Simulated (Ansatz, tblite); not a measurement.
NaI: GFN1-xTB, run from Python

These are simulated results from tblite 0.8.0, not measurements. The cell began as a measured structure and was relaxed with r2SCAN in plane waves (Ansatz 0.2.0). All runs are without spin polarisation.

It is cubic, Fm-3m (No. 225); a = 6.459 Å in the conventional setting, 33.69 Å³ an atom. Around Na lie 6 I at 3.23 Å; around I lie 6 Na at 3.23 Å.

tblite solves periodic systems at the zone centre alone, so the script builds a cluster of 2×2×2 conventional cells (64 atoms), which folds in a coarse mesh of k points.

The script, run.py:

```python
import json
from ase import Atoms
from ase.build import make_supercell
from ase.units import Bohr, GPa, Hartree
from tblite.interface import Calculator

atoms = Atoms(['Na', 'I'],
              cell=[[0.0, 3.22962802, 3.22962802], [3.22962802, 0.0, 3.22962802], [3.22962802, 3.22962802, 0.0]],
              scaled_positions=[[0.0, 0.0, 0.0], [0.5, 0.5, 0.5]],
              pbc=True)
cluster = make_supercell(atoms, [[-2, 2, 2], [2, -2, 2], [2, 2, -2]])
calc = Calculator('GFN1-xTB', cluster.numbers, cluster.positions / Bohr, lattice=cluster.cell[:] / Bohr, periodic=cluster.pbc)
calc.set('temperature', 0.02 / Hartree)
calc.set('max-iter', 150)
res = calc.singlepoint()
levels = res.get('orbital-energies') * Hartree
nv = round(res.get('orbital-occupations').sum() / 2)
cells = len(cluster) // len(atoms)
out = {'energy_per_cell': res.get('energy') * Hartree / cells, 'homo': levels[nv - 1], 'lumo': levels[nv],
       'stress': (-res.get('virial') * Hartree / cluster.get_volume() / GPa).tolist(), 'charges': res.get('charges')[:len(atoms)].tolist(), 'electrons': 2 * nv / cells}
json.dump(out, open('results.json', 'w'))
for key, value in out.items():
    print(key, value)
```

Command: `python run.py`. It took 2.5 s on 1 thread of Arm Neoverse V2 (shared host), peak memory 0.12 GiB.

Output:

```
------------------------------------------------------------
  cycle        total energy    energy error   density error
------------------------------------------------------------
      1     -138.6473203205  -1.3834039E+02   4.4822165E-01
      2     -139.5986751844  -9.5135486E-01   2.6753335E-01
      3     -139.6438192479  -4.5144064E-02   1.4760928E-01
      4     -139.9980300175  -3.5421077E-01   1.0555653E-02
      5     -140.0031772520  -5.1472345E-03   1.5074628E-03
      6     -140.0032266036  -4.9351609E-05   7.8124681E-04
      7     -140.0032558447  -2.9241018E-05   4.7417238E-05
      8     -140.0032559429  -9.8247028E-08   1.4911497E-06
------------------------------------------------------------

 total:                                   1.930 sec
energy_per_cell -119.05258256658949
homo -7.629603029622699
lumo -5.59930195034323
stress [[0.25744050664291956, -3.0395828677460097e-14, 7.437342679719719e-15], [-3.038837978696489e-14, 0.2574405066429418, 8.092860856960897e-15], [7.407256279975252e-15, 8.106347072555524e-15, 0.25744050664292034]]
charges [0.30151585663744723, -0.3015353149423581]
electrons 8.0
```

The cycle table is in hartree for the whole cluster, and the lines after it are in eV (the energy for one cell). The printed stress is in GPa and positive in compression, and the pressure is its mean diagonal.

GFN1-xTB gives a gap of 2.03 eV. On the same cell, plane-wave PBE (Ansatz, 8×8×8 k points and the special points) gives a gap of 3.66 eV and r2SCAN a gap of 4.45 eV; on shared hosts these took about 2.8 and 6.1 core-seconds on the 2-atom cell, against 2.5 for the script. Spin-orbit coupling, left out in all these runs, can cut or reorder the gap by tenths of an eV, up to about 1 eV with Pb or Bi. xTB was fitted to molecules, so gaps, charges and pressures of solids can be far off, and the gap also depends on the size of the cluster.

The same script was run on cells scaled at fixed shape and fractional coordinates:

```tsv
volume (Å³/atom)	energy (meV/atom)	pressure (GPa, positive in compression)	gap (eV)
29.64	50.2	4.11	2.47
31.67	13.0	1.89	2.23
33.69	0.0	0.26	2.03
35.71	4.8	-0.95	1.85
37.73	22.7	-1.85	1.70
```

A Birch-Murnaghan fit puts the minimum at 34.07 Å³/atom, 1.1 % above the given cell, with a bulk modulus of 22.3 GPa at fixed shape.

xTB was fitted mostly to molecules, and a small cluster samples few k points, so gaps, pressures and kinks along a curve can be far from a solid's.

No spin-orbit coupling is included; it can move band edges with weight on the heavy atoms by tenths of an eV.
